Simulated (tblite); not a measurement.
# C5H14OSi2: the cost of one run

Programs: tblite 0.8.0 and PySCF 2.14.0, with density-fitted response routines of our own. Each step states its level of theory. These are calculated values for one molecule in the gas phase, unless marked as measured. Atoms are numbered from 0 throughout.

## 1. The starting structure

22 atoms, charge 0, multiplicity 1; geometry from: force field or distance geometry start.

Bonds of the start (Å): C0–Si1 1.86, Si1–C2 1.88, C2–C3 1.56, C3–Si4 1.90, C3–C5 1.54, C5–C6 1.51, C5–O7 1.24, C0–H8 1.10, C0–H9 1.09, C0–H10 1.09, Si1–H11 1.49, Si1–H12 1.47, C2–H13 1.10, C2–H14 1.09, C3–H15 1.08, Si4–H16 1.49, Si4–H17 1.48, Si4–H18 1.49, C6–H19 1.09, C6–H20 1.09, C6–H21 1.09.

## 2. Geometry optimisation with GFN2-xTB

Job settings and geometry (Å):

```
{"job": {"kind": "relax", "xc": "GFN2-xTB", "basis": "xTB"}, "charge": 0, "multiplicity": 1}
C      3.536200    -0.589300    -0.078600
Si     1.798500    -0.446000    -0.736900
C      0.699700     0.514300     0.452700
C     -0.811000     0.577600     0.059200
Si    -1.794700     1.872800     1.033200
C     -1.469900    -0.802300     0.241300
C     -2.396000    -1.262100    -0.852800
O     -1.252500    -1.493400     1.242400
H      3.553100    -1.115800     0.882700
H      3.967600     0.400900     0.078600
H      4.165500    -1.138400    -0.775100
H      1.217800    -1.798200    -0.958600
H      1.795900     0.251600    -2.025900
H      1.102900     1.535100     0.489800
H      0.808900     0.103100     1.456600
H     -0.893700     0.842000    -0.980900
H     -1.250500     3.223400     0.709200
H     -1.702700     1.654700     2.490900
H     -3.214500     1.835400     0.599100
H     -1.845900    -1.324500    -1.787700
H     -2.787600    -2.251600    -0.599400
H     -3.237300    -0.569900    -0.940400
```

The run is started by

```
OMP_NUM_THREADS=1 python probes_run.py task.json out
```

The driver reads the jobs from task.json and runs them one after another.

Q: Estimate the wall time of this first job on 1 thread of Arm Neoverse N1, shared host.

About 1.3 s.
